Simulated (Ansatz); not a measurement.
# Si: the cost of one run

Method: DFT LDA, scalar-relativistic, plane waves, PAW, in Ansatz 0.2.0.

## (1) The system as given

The structure is tetragonal, space group I4/mmm (No. 139). The conventional cell has a = 6.651 Å, b = 6.651 Å, c = 3.845 Å, α = 90.00°, β = 90.00°, γ = 90.00°. Around Si (site symmetry m2m) lie 4 Si at 2.34 to 2.38 Å.

As a file:

```cif
data_structure
_symmetry_space_group_name_H-M 'P 1'
_symmetry_Int_Tables_number 1
_cell_length_a 5.0806
_cell_length_b 5.0806
_cell_length_c 5.0806
_cell_angle_alpha 98.231
_cell_angle_beta 98.231
_cell_angle_gamma 135.534
_cell_volume 85.04
loop_
_atom_site_label
_atom_site_type_symbol
_atom_site_fract_x
_atom_site_fract_y
_atom_site_fract_z
_atom_site_occupancy
Si1 Si 0.17880 0.17880 0.35760 1
Si2 Si 0.82120 0.82120 0.64240 1
Si3 Si 0.17880 0.82120 0.00000 1
Si4 Si 0.82120 0.17880 0.00000 1
```

Source of the structure: the Materials Project (structure only).

## (2) Probe: one point at the start

Contents of input.yaml:

```yaml
crystal:
  lattice:
    - [-3.32544429, 3.32544429, 1.92238566]
    - [3.32544429, -3.32544429, 1.92238566]
    - [3.32544429, 3.32544429, -1.92238566]
  atoms:
    - { symbol: Si, position: [0.17880106, 0.17880106, 0.35760212] }
    - { symbol: Si, position: [0.82119894, 0.82119894, 0.64239788] }
    - { symbol: Si, position: [0.17880106, 0.82119894, 0.0] }
    - { symbol: Si, position: [0.82119894, 0.17880106, 0.0] }
basis:
  ecutwfc: 420
kpoints:
  mp_grid: { grid: [6, 6, 6] }
hamiltonian:
  xc: lda
scf:
  occupations: { method: gaussian, width: 0.1 }
output:
  forces: true
  stress: true
  eigenvalues: true
```

Run with:

```console
ansatz run input.yaml --threads 1 --pin off --max-ram 2560MiB --backend cpu --events-out ev --progress --plain --runs-dir out
```

What time and memory should one allow on 1 thread of Intel Xeon Platinum 8259CL at 2.50GHz (Skylake/Cascade Lake), shared host?

About 2 s, with a peak of 0.34 GiB.
